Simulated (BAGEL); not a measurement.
# SiCl4 (silicon tetrachloride) at RI-MP2/cc-pVDZ (density fitting with qzvpp-jkfit)

What is the energy change on altering one bond length of SiCl4 (silicon tetrachloride) at RI-MP2/cc-pVDZ (density fitting with qzvpp-jkfit)? 

Program for the calculation: BAGEL 1.2.2.

7 further runs of the same task are left out: 4 that didn't finish, 3 set aside as unsound or not needed. Runs told in other sessions of the task aren't counted.

## Step 1: The structure to begin with

SiCl4: 5 atoms, total charge 0, spin state singlet. SMILES: `Cl[Si](Cl)(Cl)Cl`. The shape is that of a PBE0-D4/def2-TZVP optimisation.

Bond lengths: Cl1–Si2 2.021 Å, Si2–Cl3 2.022 Å, Si2–Cl4 2.022 Å, Si2–Cl5 2.021 Å. Angles: Cl1–Si2–Cl3 109.5°, Cl1–Si2–Cl4 109.5°, Cl1–Si2–Cl5 109.5°, Cl3–Si2–Cl4 109.5°, Cl3–Si2–Cl5 109.5°, Cl4–Si2–Cl5 109.5°.

## Step 2: The energy at RI-MP2/cc-pVDZ (density fitting with qzvpp-jkfit)

The input, input.json:

```json
{ "bagel": [

{
  "title": "molecule",
  "basis": "cc-pvdz.json",
  "df_basis": "qzvpp-jkfit",
  "angstrom": "true",
  "geometry": [
    { "atom": "Cl", "xyz": [   -0.962600,   -0.087600,    1.762300 ] },
    { "atom": "Si", "xyz": [    0.010000,   -0.014700,   -0.008300 ] },
    { "atom": "Cl", "xyz": [    1.655400,   -1.185900,    0.078100 ] },
    { "atom": "Cl", "xyz": [   -1.212100,   -0.676900,   -1.476100 ] },
    { "atom": "Cl", "xyz": [    0.559300,    1.891400,   -0.397500 ] }
  ]
},
{ "title": "hf" },
{ "title": "mp2", "ncore": 25 }

]}
```

The basis set cc-pVDZ is read from a file made from the Basis Set Exchange's data (not shown).

Run with:

```console
BAGEL_NUM_THREADS=1 BAGEL input.json > input.out
```

Output:

```text
* using 1 threads per process

  ===============================================================
  ===============================================================

  *** Geometry ***

  { "atom" : "Cl", "xyz" : [     -1.819050,     -0.165540,      3.330264 ] },
  { "atom" : "Si", "xyz" : [      0.018897,     -0.027779,     -0.015685 ] },
  { "atom" : "Cl", "xyz" : [      3.128253,     -2.241026,      0.147588 ] },
  { "atom" : "Cl", "xyz" : [     -2.290537,     -1.279156,     -2.789425 ] },
  { "atom" : "Cl", "xyz" : [      1.056924,      3.574228,     -0.751166 ] },

  Number of auxiliary basis functions:      640

  Since a DF basis is specified, we compute 2- and 3-index integrals:
    o Being stored without compression. Storage requirement is 0.041 GB

  Number of basis functions:       90
  Number of electrons      :       82

    * METHOD: MOLECULE                             0.66

  *** RHF ***

  === Nuclear Repulsion ===
   527.1779773594

      * DIIS with orbital gradients will be used.

  === RHF iteration (cc-pvdz.json) ===
      0      -2127.09154880          0.00490601           0.28
      1      -2127.14145430          0.00268696           0.27
      2      -2127.14869175          0.00071237           0.27
      3      -2127.14936601          0.00015752           0.27
      4      -2127.14941510          0.00002775           0.27
      5      -2127.14941676          0.00000602           0.27
      6      -2127.14941681          0.00000096           0.27
      7      -2127.14941681          0.00000018           0.27
      8      -2127.14941681          0.00000007           0.27
      9      -2127.14941681          0.00000001           0.27
    * SCF iteration converged.

    * Permanent dipole moment:
           (    0.000041,    -0.000144,    -0.000057) a.u.

    * METHOD: HF                                   3.13

  *** RHF ***

  === Nuclear Repulsion ===
   527.1779773594

      * DIIS with orbital gradients will be used.

  === RHF iteration (cc-pvdz.json) ===
      0      -2127.14941681          0.00000000           0.27
    * SCF iteration converged.

    * Permanent dipole moment:
           (    0.000041,    -0.000144,    -0.000057) a.u.

  === DF-MP2 calculation ===

    * freezing 25 orbitals
    * 3-index integral transformation done
    * assembly done

      MP2 correlation energy:   -0.6219022203      0.09

      MP2 total energy:       -2127.7713190320

    * METHOD: MP2                                  0.64

  ===============================================================
```

It took 4.8 s on 1 thread of Arm Neoverse N1, shared host; peak memory 0.18 GiB.

## Step 3: The distorted shape

The input, input.json:

```json
{ "bagel": [

{
  "title": "molecule",
  "basis": "cc-pvdz.json",
  "df_basis": "qzvpp-jkfit",
  "angstrom": true,
  "geometry": [
    { "atom": "Cl", "xyz": [      -1.621766,      -2.374939,       2.229344 ] },
    { "atom": "Si", "xyz": [      -0.649166,      -2.302039,       0.458744 ] },
    { "atom": "Cl", "xyz": [       0.996234,      -3.473239,       0.545144 ] },
    { "atom": "Cl", "xyz": [      -1.871266,      -2.964239,      -1.009056 ] },
    { "atom": "Cl", "xyz": [       0.559300,       1.891400,      -0.397500 ] }
  ]
},

{
  "title": "hf"
},

{
  "title": "mp2",
  "ncore": 25
}

]}
```

The basis set cc-pVDZ is read from a file made from the Basis Set Exchange's data (not shown).

Run with:

```console
BAGEL_NUM_THREADS=1 BAGEL input.json > input.out
```

Output:

```text
* using 1 threads per process

  ===============================================================
  ===============================================================

  *** Geometry ***

  { "atom" : "Cl", "xyz" : [     -3.064694,     -4.487984,      4.212850 ] },
  { "atom" : "Si", "xyz" : [     -1.226746,     -4.350223,      0.866901 ] },
  { "atom" : "Cl", "xyz" : [      1.882609,     -6.563470,      1.030173 ] },
  { "atom" : "Cl", "xyz" : [     -3.536180,     -5.601600,     -1.906839 ] },
  { "atom" : "Cl", "xyz" : [      1.056924,      3.574228,     -0.751166 ] },

  Number of auxiliary basis functions:      640

  Since a DF basis is specified, we compute 2- and 3-index integrals:
    o Being stored without compression. Storage requirement is 0.041 GB

  Number of basis functions:       90
  Number of electrons      :       82

    * METHOD: MOLECULE                             0.65

  *** RHF ***

  === Nuclear Repulsion ===
   438.1745395093

      * DIIS with orbital gradients will be used.

  === RHF iteration (cc-pvdz.json) ===
      0      -2126.76858582          0.00739798           0.29
      1      -2126.27347031          0.01330813           0.27
      2      -2126.86820445          0.00355242           0.27
      3      -2126.89024868          0.00234902           0.27
      4      -2126.90232049          0.00152961           0.27
      5      -2126.90781179          0.00132571           0.27
      6      -2126.91776874          0.00087670           0.27
      7      -2126.92019456          0.00034170           0.27
      8      -2126.92084451          0.00004839           0.27
      9      -2126.92084804          0.00001960           0.27
     10      -2126.92085004          0.00000590           0.27
     11      -2126.92085019          0.00000143           0.27
     12      -2126.92085020          0.00000036           0.27
     13      -2126.92085020          0.00000012           0.27
     14      -2126.92085020          0.00000003           0.27
     15      -2126.92085020          0.00000001           0.27
    * SCF iteration converged.

    * Permanent dipole moment:
           (    1.193248,     4.140405,    -0.845484) a.u.

    * METHOD: HF                                   4.78

  *** RHF ***

  === Nuclear Repulsion ===
   438.1745395093

      * DIIS with orbital gradients will be used.

  === RHF iteration (cc-pvdz.json) ===
      0      -2126.92085020          0.00000001           0.27
    * SCF iteration converged.

    * Permanent dipole moment:
           (    1.193248,     4.140408,    -0.845485) a.u.

  === DF-MP2 calculation ===

    * freezing 25 orbitals
    * 3-index integral transformation done
    * assembly done

      MP2 correlation energy:   -0.6559561254      0.09

      MP2 total energy:       -2127.5768063296

    * METHOD: MP2                                  0.65

  ===============================================================
```

Run time: 6.3 s. Hardware: 1 thread of Arm Neoverse N1, shared host; peak memory 0.18 GiB.

## Step 4: What came out

At RI-MP2/cc-pVDZ (density fitting with qzvpp-jkfit), 25 core orbitals frozen:

```
                                                           quantity           value
                                          first shape: total energy  -2127.77132 Eh
          first shape: correlation energy (25 core orbitals frozen)      -621.9 mEh
                                      distorted shape: total energy  -2127.57681 Eh
      distorted shape: correlation energy (25 core orbitals frozen)      -656.0 mEh
energy change with the Si2–Cl5 bond stretched from 2.021 to 4.447 Å        5.293 eV
```

One bond (distorted shape) is far stretched, which a spin-restricted single reference describes badly; perturbation theory on it can break down and give far too much correlation. With the Si2–Cl5 bond stretched from 2.021 to 4.447 Å the energy rises by 5.29 eV (122 kcal/mol). The first shape isn't relaxed at this level, so the change isn't measured from a minimum. A restricted reference can't describe the breaking bond well at this length.
